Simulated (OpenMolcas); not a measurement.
# Pr³⁺ among point charges: CASSCF and CASPT2 levels and susceptibility

How does a field of 6 point charges split the states of Pr³⁺, and what χT follows?

Program: OpenMolcas 26.06. Level of theory: state-averaged CASSCF and CASPT2, spin-orbit coupling by RASSI with atomic mean-field integrals. These are calculated values, not measurements, unless marked.

### 1 Starting point

| Quantity | Value |
| --- | --- |
| Species | Pr³⁺ (praseodymium, Z = 59, 56 electrons) |
| Basis | ANO-RCC-VTZP [8s7p5d3f2g1h], 104 functions |
| Scalar Hamiltonian | DKH2, point nucleus |
| Inactive shells | 1s 2s 2p 3s 3p 3d 4s 4p 4d 5s 5p |
| Active space | 2 electrons in 7 orbitals (4f) |
| Some configurations of this space | 4f² |
| Orbitals | optimised for the highest spin of each parity, averaged over all roots |

The outer shells:

4f2
```
4f [↑ ][↑ ][  ][  ][  ][  ][  ]
```

The ion sits among 6 point charges of -1 e arranged as a trigonal antiprism (D3d), 2.5 Å from the ion, with a polar angle of 53.1° against the regular 54.74°.

Each step is its own input file, run in one work folder so that later steps find the files of earlier ones. Labels, J, g values, rates, χT and fits are worked out afterwards by a script from the matrices that RASSI stores. The input lists half of the charges; inversion (Group=XYZ) makes the rest.

### 2 GATEWAY and SEWARD: basis and integrals

a.inp reads:

```
&GATEWAY
Coord
1

Pr 0.0 0.0 0.0
Basis=ANO-RCC-VTZP
Group=XYZ
NoMove
AngMom=0.0 0.0 0.0
AMFI
XField
3 Angstrom 0
0.000000 1.999042 1.501276 -1.000000
1.731222 -0.999521 1.501276 -1.000000
1.731222 0.999521 -1.501276 -1.000000
&SEWARD
```

Run with:

```console
$ OMP_NUM_THREADS=1 MOLCAS_MEM=2252 MOLCAS_PROJECT=a pymolcas a.inp > a.log
```

### 3 CASSCF: triplets of even parity, 21 roots

a.inp reads:

```
&RASSCF
FileOrb=start.orb
Symmetry=1
Spin=3
nActEl=2 0 0
Inactive=15 12
Ras2=0 7
CIRoot=21 21 1
SDav=21
CIMx=300
Iter=120 100
PrWF=0.3
OrbListing=Nothing
MaxOrb=0
>>> COPY $Project.JobIph JOB001
```

start.orb holds the contracted functions of the basis, ordered by shell, or the orbitals of the step before.

### 4 CASSCF: singlets of even parity, 28 roots

a.inp reads:

```
&RASSCF
FileOrb=start.orb
Symmetry=1
Spin=1
nActEl=2 0 0
Inactive=15 12
Ras2=0 7
CIRoot=28 28 1
SDav=28
CIMx=300
Iter=120 100
PrWF=0.3
OrbListing=Nothing
MaxOrb=0
CIOnly
>>> COPY $Project.JobIph JOB002
```

### 5 State interaction with spin-orbit coupling

a.inp reads:

```
&RASSI
NrOfJobIphs=2 21 27
1 2 3 4 5 6 7 8 9 10 11 12 13 14 15 16 17 18 19 20 21
1 2 3 4 5 6 7 8 9 10 11 12 13 14 15 16 17 18 19 20 21 22 23 24 25 26 27
IphNames
JOB001
JOB002
EJob
SpinOrbit
DIPRint=1.0
SOCoupling=1000.0
Subsets=2
Property=9
'ANGMOM' 1 'ANGMOM' 2 'ANGMOM' 3 'MLTPL  1' 1 'MLTPL  1' 2 'MLTPL  1' 3
'AMFI' 1 'AMFI' 2 'AMFI' 3
SOProperty=3
'ANGMOM' 1 'ANGMOM' 2 'ANGMOM' 3
```

### 6 CASPT2: IPEA 0.25, imaginary shift 0.1 (closed shells correlated: 5s 5p)

a.inp reads:

```
>>> COPY JOB001 $Project.JobIph
&CASPT2
Multistate=21 1 2 3 4 5 6 7 8 9 10 11 12 13 14 15 16 17 18 19 20 21
NoMult
Frozen=14 9
IPEA=0.25
Imaginary=0.1
MaxIter=60
WThr=0.0 0.3 0.05
PrWF=0.5
NoMix
>>> COPY JOB002 $Project.JobIph
&CASPT2
Multistate=27 1 2 3 4 5 6 7 8 9 10 11 12 13 14 15 16 17 18 19 20 21 22
23 24 25 26 27
NoMult
Frozen=14 9
IPEA=0.25
Imaginary=0.1
MaxIter=60
WThr=0.0 0.3 0.05
PrWF=0.5
NoMix
```

(Steps that only read results are left out.)

What does the calculation give? Wanted: spin-free ground state; first state of the same spin within the active space; lowest level; next level.

**Answer**, as computed:

| quantity | value |
| --- | --- |
| method | SS-CASPT2, IPEA 0.25, imaginary shift 0.1 (closed shells correlated: 5s 5p) |
| spin-free ground state | 3E, 2-fold in its orbital part |
| first state of the same spin within the active space | 3A2 at 43.5 cm⁻¹ |
| lowest level | 1-fold A1 |
| next level | 91.3 cm⁻¹ |
| χT at 300 K | 1.60 cm³ K/mol |
| effective moment at 300 K | 3.58 μB |

Cost by method:

```
                                              method  time of its own steps  time with the reference
                                           A. CASSCF                   11 s                     11 s
B. SS-CASPT2, IPEA 0.25, imaginary shift 0.1, +5s 5p                   27 s                     39 s
```

Times are of one thread on a shared host.

**Reading.** The spin-free ground state (3E) comes to 100 % from free-ion H terms and keeps the highest spin of the shell. The singlets rest on orbitals optimised for another spin in at least one step, which raises them against the optimised states. Not all states of the active space went into the spin-orbit step. CASPT2 does not keep the components of a term degenerate, and the means are used. Point charges carry no covalency, so the field is a model and not that of real ligands.
